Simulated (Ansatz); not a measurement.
The first iterations of a band of a periodic cell of 14 atoms, Ta6HN6F (surface TaN(001), adsorbate HF, already come apart at the first end).

These are results of Ansatz 0.2.0, DFT PBE-D3(BJ), scalar-relativistic, plane waves, PAW, not measurements. Settings: PAW set soft_1, cutoff 420 eV, k mesh 2x2x1, gaussian smearing 0.05 eV, no spin polarisation.

```yaml
movable_images: 1
climbing_image: yes
spring: 5.0 eV/Å²
optimiser: quadratic models (default)
start_path: default
force_threshold: 0.05 eV/Å
iteration_limit: 50
end_points: relaxed
atoms_held: 1, 4, 5, 6
```

Image 0:

```xyz
14
Lattice="5.2085 0.0000 0.0000 -2.6042 4.5107 0.0000 0.0000 0.0000 16.3721" Properties=species:S:1:pos:R:3
Ta 0.000 0.000 1.000
Ta -0.004 3.011 2.232
Ta 2.611 1.507 2.224
N 2.044 0.000 1.000
N 1.582 2.741 1.000
N -1.022 1.770 1.000
Ta -0.006 -0.011 3.874
Ta 0.003 2.948 5.195
Ta 2.609 1.497 5.202
N 2.019 -0.020 3.827
N 1.585 2.755 3.773
N -1.024 1.747 3.778
F -2.844 -0.009 6.630
H -1.199 2.059 6.409
```

Image 2:

Only the atoms that move by more than 0.05 Å are listed.
```
Ta8 -0.007 3.007 5.201
Ta9 2.552 1.475 5.195
F13 -1.191 2.043 6.630
H14 -0.221 4.500 6.410
```

| iteration | highest image above the first end (eV) | largest band force component (eV/Å) |
| --- | --- | --- |
| 1 | 4.865 | 13.212 |
| 2 | 2.002 | 3.017 |
| 3 | 1.657 | 1.482 |
| 4 | 1.484 | 0.481 |
| 5 | 1.405 | 0.484 |

Problem. Does the band converge within its limit, and where does its top end?

Solution. It converged. It ended after 15 iterations with the highest image 1.099 eV above the first end. The order of the stationary point at the top wasn't checked. So few images can step over the top or miss a turn of the path. Limits of this set-up: coarse k mesh, thin slab, slab without dipole correction.

Time of the run: 2.1 min on 1 thread of Arm Neoverse V1 (shared host), peak memory 0.67 GiB.
